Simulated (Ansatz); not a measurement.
# Ni: the crystal squeezed far

How does Ni (fcc type) answer strong compression? The runs shown use PAW. Its runs: cell relaxed at zero pressure (PAW); volume scaled by 1 (PAW); volume scaled by 0.88 (PAW); volume scaled by 0.78 (PAW); volume scaled by 0.68 (PAW); volume scaled by 0.58 (PAW); volume scaled by 0.5 (PAW); volume scaled by 0.43 (PAW and PAW (source ansatz)).

Program: Ansatz 0.2.0. Level of theory: DFT PBEsol, with the methods named in each step. These are calculated values, not measurements.

1 further run of the same task is left out (set aside as unsound or not needed). Runs told in other sessions of the task aren't counted.

## Step 1: The starting structure

Symmetry: Fm-3m, No. 225, cubic system. Conventional cell: a = 3.464 Å, b = 3.464 Å, c = 3.464 Å, α = 90.00°, β = 90.00°, γ = 90.00°. Ni (site symmetry m-3m) has 12 Ni at 2.45 Å in its first shell of neighbours.

As a file:

```
Ni
1.0
     0.00000    1.73198    1.73198
     1.73198    0.00000    1.73198
     1.73198    1.73198    0.00000
Ni
1
Direct
  0.00000 0.00000 0.00000
```

Whether this phase is the stable one at these pressures isn't tested.

## Step 2: Cell relaxed at zero pressure, PAW

File input.yaml:

```yaml
crystal:
  lattice:
    - [0.0, 1.7319783131, 1.7319783131]
    - [1.7319783131, 0.0, 1.7319783131]
    - [1.7319783131, 1.7319783131, 0.0]
  atoms:
    - { symbol: Ni, position: [0.0, 0.0, 0.0], spin: 1.0 }
magnetization:
  spin_polarized: true
kpoints:
  mp_grid: { grid: [19, 19, 19] }
scf:
  occupations: { method: fermi_dirac, width: 0.05 }
hamiltonian:
  xc: pbesol
  pseudopotentials: { kind: paw }
output:
  forces: true
  stress: true
relax:
  f_tol: 0.005
  max_steps: 40
  cell: {}
```

Command:

```sh
$ ansatz run input.yaml --threads 1 --pin off --max-ram 3072MiB --backend cpu --events-out ev --progress --plain --runs-dir out
```

Further steps of the session: Volume scaled by 1, PAW; Volume scaled by 0.88, PAW; Volume scaled by 0.78, PAW; Volume scaled by 0.68, PAW; Volume scaled by 0.58, PAW; Volume scaled by 0.5, PAW; Volume scaled by 0.43, PAW; Volume scaled by 0.43, PAW (source ansatz).

**Question.** What will these runs give? Wanted: PAW pressure at 0.43 of the volume; fitted bulk modulus at zero pressure.

The runs gave:

| quantity | value |
| --- | --- |
| PAW pressure at 0.43 of the volume | 1381.2 GPa |
| fitted bulk modulus at zero pressure (PAW) | 243 GPa |
| its pressure derivative | 4.44 |

In words: By PAW the pressure climbs to 1381 GPa at 0.43 of the first volume. A third-order Birch-Murnaghan curve fits the range only roughly (B₀ = 243 GPa, B′ = 4.44, misfit at most 14.83 GPa). A fit over so wide a range leans to the high pressures, so B₀ can be off by several per cent. The largest moment goes from 0.65 to 0.00 μB: compression widens the bands and quenches it. No all-electron run checks these rows here, and frozen cores can fail under such compression. The ions are at rest, and the electrons smeared by 0.05 eV. The magnetic state is the one reached from the start moments in this cell; it needn't be the ground state.

At pressures up to 1384 GPa the PAW spheres may overlap and frozen cores may not hold, so those PAW values are rough without an all-electron check.
